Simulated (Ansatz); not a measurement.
**CH₄Cl₂Si: one species, many methods**

One table from this session's results is given with a row withheld; the runs are named, their logs left out.

Method: functionals in def2-TZVPP, the program's frozen cores in correlated methods; program: Ansatz 0.2.0, Gaussian basis.

The runs, in order: LDA (SPW92), PBE-D4, revPBE-D4, BLYP-D4, r2SCAN-D4, B97M-V, PBE0-D4, B3LYP-D4, r2SCANh-D4, r2SCAN0-D4, HSE06-D4, BHLYP-D4, CAM-B3LYP-D4, LC-ωPBE, ωB97X-V, ωB97M-V, B2PLYP, PBE-QIDH; CCSD(T)/def2-SVP; CCSD(T)/def2-TZVPP; CCSD(T)/def2-QZVPP; extrapolation to the limit; RPA on PBE.

### The geometry

All runs share one geometry, relaxed beforehand with PBE0-D4 in a triple-zeta def2 set.

8 atoms, charge 0, spin multiplicity 1.

Atoms are counted from 1 here; the program's logs count them from 0.

Bond lengths: C1–Si2 1.847 Å, C1–H5 1.093 Å, C1–H6 1.093 Å, C1–H7 1.092 Å, Si2–Cl3 2.049 Å, Si2–Cl4 2.049 Å, Si2–H8 1.477 Å. Angles: Si2–C1–H5 110.1°, Si2–C1–H6 110.1°, Si2–C1–H7 110.4°, H5–C1–H6 108.8°, H5–C1–H7 108.7°, H6–C1–H7 108.7°, C1–Si2–Cl3 109.8°, C1–Si2–Cl4 109.8°, C1–Si2–H8 113.5°, Cl3–Si2–Cl4 108.8°, Cl3–Si2–H8 107.4°, Cl4–Si2–H8 107.4°.

Set-up of the first run:

The input, in.yaml:

```yaml
crystal:
  periodic: [false, false, false]
  atoms:
    - {symbol: C, position_ang: [-0.168190, 1.000114, -0.142976]}
    - {symbol: Si, position_ang: [0.058122, -0.802729, 0.188931]}
    - {symbol: Cl, position_ang: [1.964678, -1.153608, 0.852681]}
    - {symbol: Cl, position_ang: [-0.248001, -1.870346, -1.533020]}
    - {symbol: H, position_ang: [-1.182569, 1.191419, -0.501005]}
    - {symbol: H, position_ang: [-0.003386, 1.573941, 0.772071]}
    - {symbol: H, position_ang: [0.539945, 1.340051, -0.901053]}
    - {symbol: H, position_ang: [-0.868499, -1.335942, 1.208573]}
basis:
  gaussian: {orbitals: def2-TZVPP}
hamiltonian: {xc: lda}
output: {orbitals: {seedname: orbitals}}
```

The run is started by

```bash
$ ansatz run in.yaml --threads 2 --pin off --events-out ev --progress --plain --max-ram 32768MiB --backend cpu
```

Among the steps run: LDA; PBE-D4 (GGA); revPBE-D4 (GGA); BLYP-D4 (GGA); r2SCAN-D4 (meta-GGA); B97M-V (meta-GGA); PBE0-D4 (hybrid); B3LYP-D4 (hybrid); r2SCANh-D4 (hybrid); r2SCAN0-D4 (hybrid); HSE06-D4 (hybrid); BHLYP-D4 (hybrid); CAM-B3LYP-D4 (range-separated); LC-ωPBE (range-separated); ωB97X-V (range-separated); ωB97M-V (range-separated); B2PLYP (double hybrid); PBE-QIDH (double hybrid).

One of the session's tables, all rows but one given; the rest of the session is left out.

It belongs to the step «Frontier levels by functional». 

```
  functional  HOMO (eV)  LUMO (eV)  gap (eV)
 LDA (SPW92)      -7.58      -0.68      6.90
      PBE-D4      -7.48      -0.42      7.06
   revPBE-D4      -7.44      -0.31      7.13
     BLYP-D4      -7.36      -0.28      7.08
   r2SCAN-D4      -7.83      -0.01      7.82
      B97M-V      -7.92      -0.03      7.89
     PBE0-D4      -8.84       0.55      9.39
    B3LYP-D4      -8.61       0.32      8.93
  r2SCANh-D4          ?          ?         ?
  r2SCAN0-D4      -9.07       0.79      9.86
    HSE06-D4      -8.44       0.17      8.61
    BHLYP-D4     -10.10       1.54     11.64
CAM-B3LYP-D4     -10.22       1.63     11.85
     LC-ωPBE     -11.61       2.83     14.44
     ωB97X-V     -11.25       2.70     13.95
     ωB97M-V     -11.07       2.40     13.47
```

**Question.** Estimate the row for r2SCANh-D4.

Worked estimate for «HOMO (eV)». Against the share of exact exchange, r2SCAN-D4 (0, -7.83), r2SCAN0-D4 (0.25, -9.07) give a slope of -4.96 per unit share; at 0.1 the line stands at -8.33.

The run gave: HOMO (eV): -8.32; LUMO (eV): 0.31; gap (eV): 8.64. In «HOMO (eV)» the line misses by -0.01.
